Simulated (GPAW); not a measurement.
**Ir: single point with vdW-DF-cx**

Slab: Ir, a slab with vacuum.

```
Ir
1.0
     2.71487    0.00000    0.00000
    -1.35743    2.35114    0.00000
     0.00000    0.00000   23.86671
Ir
5
Direct
  0.66667 0.33333 0.31425
  0.33333 0.66667 0.40712
  0.00000 0.00000 0.50000
  0.66667 0.33333 0.59288
  0.33333 0.66667 0.68575
```

The slab is cut from a database's or a generator's crystal, which needn't be the stable form of the element.

The cell isn't the ideal one: the (1 1 1) slab of Ir, cut from the database cell, not relaxed.

```json
{
  "Program": "GPAW 26.7.0",
  "Task": "single point",
  "Functional": "vdW-DF-cx",
  "Potentials or basis": "GPAW PAW data sets (gpaw-data 1.2.1)",
  "Cutoff": "450 eV",
  "Basis": "pw",
  "k mesh": "11 × 11 × 1",
  "Occupations": "fermi-dirac, width 0.05 eV",
  "Spin": "no spin polarisation"
}
```

The largest force is 0.283 eV/Å and the band gap on the k mesh is none (metal or under the smearing width). The dipole across the slab is 0.00 e·Å and the work function of the upper face is 5.67 eV. The work function of the lower face is 5.67 eV.

Forces on the atoms (eV/Å):
```
Ir   0.000  0.000  0.125
Ir   0.000  0.000 -0.283
Ir   0.000  0.000  0.000
Ir   0.000  0.000  0.283
Ir   0.000  0.000 -0.125
```

Levels at points of the mesh, in eV from the Fermi level:
```tsv
k point	band 34	band 35	band 36	band 37	band 38	band 39	band 40	band 41
(0.00, 0.00, 0.00)	-2.55	-1.19	-1.19	-1.00	-1.00	-0.45	-0.45	-0.44
```

It took 93 s on 1 thread of Arm Neoverse V1, on a shared host, peak memory 0.27 GiB.

Caveat: the PAW data sets were made with another functional, which shifts forces and pressure a little. The run has no spin-orbit coupling, so splittings on Ir are missing.
